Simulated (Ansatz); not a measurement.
# HfSn3Se8: the cost of one run

Computed with Ansatz 0.2.0 (DFT r2SCAN, scalar-relativistic, plane waves, PAW).

1 further run of the same task is left out (set aside as unsound or not needed). Runs told in other sessions of the task aren't counted.

## 1. The structure to begin with

Symmetry: C2/m, No. 12, monoclinic system. Conventional cell: a = 14.071 Å, b = 7.719 Å, c = 6.686 Å, α = 90.00°, β = 90.15°, γ = 90.00°. Hf (site symmetry 2/m) is surrounded by 6 Se at 2.71 to 2.73 Å. Sn (site symmetry 2) has 6 Se at 2.73 to 2.76 Å in its first shell of neighbours. Sn (site symmetry 2/m) has 6 Se at 2.72 to 2.76 Å in its first shell of neighbours. Se (site symmetry 1) has 1 Hf at 2.71 Å and 2 Sn at 2.76 Å in its first shell of neighbours. Around Se (site symmetry m) lie 1 Hf at 2.73 Å and 2 Sn at 2.73 Å. Se (site symmetry m) is surrounded by 3 Sn at 2.72 to 2.75 Å.

Coordinates:

```xyz
12
Lattice="7.0353 -3.8594 -0.0087 7.0353 3.8594 -0.0087 -0.0089 0.0000 6.6863" Properties=species:S:1:pos:R:3 pbc="T T T"
Hf    0.0000    0.0000    0.0000
Sn    7.0308    1.9492    3.3344
Sn    7.0353    0.0000   -0.0087
Sn    7.0308   -1.9492    3.3344
Se    5.4380   -1.9625    1.0843
Se   12.4670    0.0000    4.4537
Se    5.4380    1.9625    1.0843
Se    5.4526    0.0000    4.4617
Se    8.6237    1.9625    5.5846
Se    8.6091    0.0000    2.2072
Se    8.6237   -1.9625    5.5846
Se    1.5946    0.0000    2.2152
```

It is the end of an earlier relaxation with the same method, from a generated guess; it is a trial structure. At a tolerance of 0.02 Å it has space group C2/m (No. 12); it has 30.26 Å³/atom, an uncorrected energy of -0.55 eV/atom over the elements and, on its mesh, gap 0.20 eV.

## 2. The same geometry with r2SCAN

The input, input.yaml:

```yaml
crystal:
  lattice:
    - [7.0352912396, -3.8593988458, -0.0087038957]
    - [7.0352912396, 3.8593988458, -0.0087038957]
    - [-0.0089299981, 0.0, 6.6862873132]
  atoms:
    - { symbol: Hf, position: [0.0, 0.0, 0.0] }
    - { symbol: Sn, position: [0.2474679844, 0.7525320156, 0.5] }
    - { symbol: Sn, position: [0.5, 0.5, 0.0] }
    - { symbol: Sn, position: [0.7525320156, 0.2474679844, 0.5] }
    - { symbol: Se, position: [0.6408344132, 0.1323312272, 0.1631734126] }
    - { symbol: Se, position: [0.8864575762, 0.8864575762, 0.6684027317] }
    - { symbol: Se, position: [0.1323312272, 0.6408344132, 0.1631734126] }
    - { symbol: Se, position: [0.3879400479, 0.3879400479, 0.6682985313] }
    - { symbol: Se, position: [0.3591655868, 0.8676687728, 0.8368265874] }
    - { symbol: Se, position: [0.6120599521, 0.6120599521, 0.3317014687] }
    - { symbol: Se, position: [0.8676687728, 0.3591655868, 0.8368265874] }
    - { symbol: Se, position: [0.1135424238, 0.1135424238, 0.3315972683] }
basis:
  ecutwfc: 500
kpoints:
  mp_grid: { grid: [6, 6, 6] }
  band_path:
    path:
      - [[0.0, 0.0, 0.0], [-0.32523456, 0.32523456, 0.0]]
      - [[-0.67476544, -0.32523456, 0.0], [-0.5, -0.5, 0.0], [0.0, 0.0, 0.0], [-0.5, -0.5, 0.5], [-0.67517276, -0.32482724, 0.5]]
      - [[-0.32482724, 0.32482724, 0.5], [0.0, 0.0, 0.5], [0.0, 0.0, 0.0]]
      - [[-0.5, 0.0, 0.5], [0.0, 0.0, 0.0], [-0.5, 0.0, 0.0]]
    npoints: 10
hamiltonian:
  xc: r2scan
scf:
  occupations: { method: gaussian, width: 0.01 }
  n_extra_bands: 30
output:
  forces: true
  stress: true
  eigenvalues: true
  populations: true
  dos: { projected: true, de: 0.02, nscf_kmesh: { grid: [8, 8, 8] } }
  bader: false
  write_density: true
  write_potential: true
  elf: true
  volumetric_format: npy
```

Run with:

```
$ ansatz run input.yaml --threads 4 --pin off --max-ram 8192MiB --backend cpu --events-out ev --progress --plain --runs-dir out
```

Q: Estimate wall time and peak memory on 4 threads of Intel Xeon at 2.50GHz (Skylake/Cascade Lake), shared host.

About 11 min, with a peak of 6 GiB.
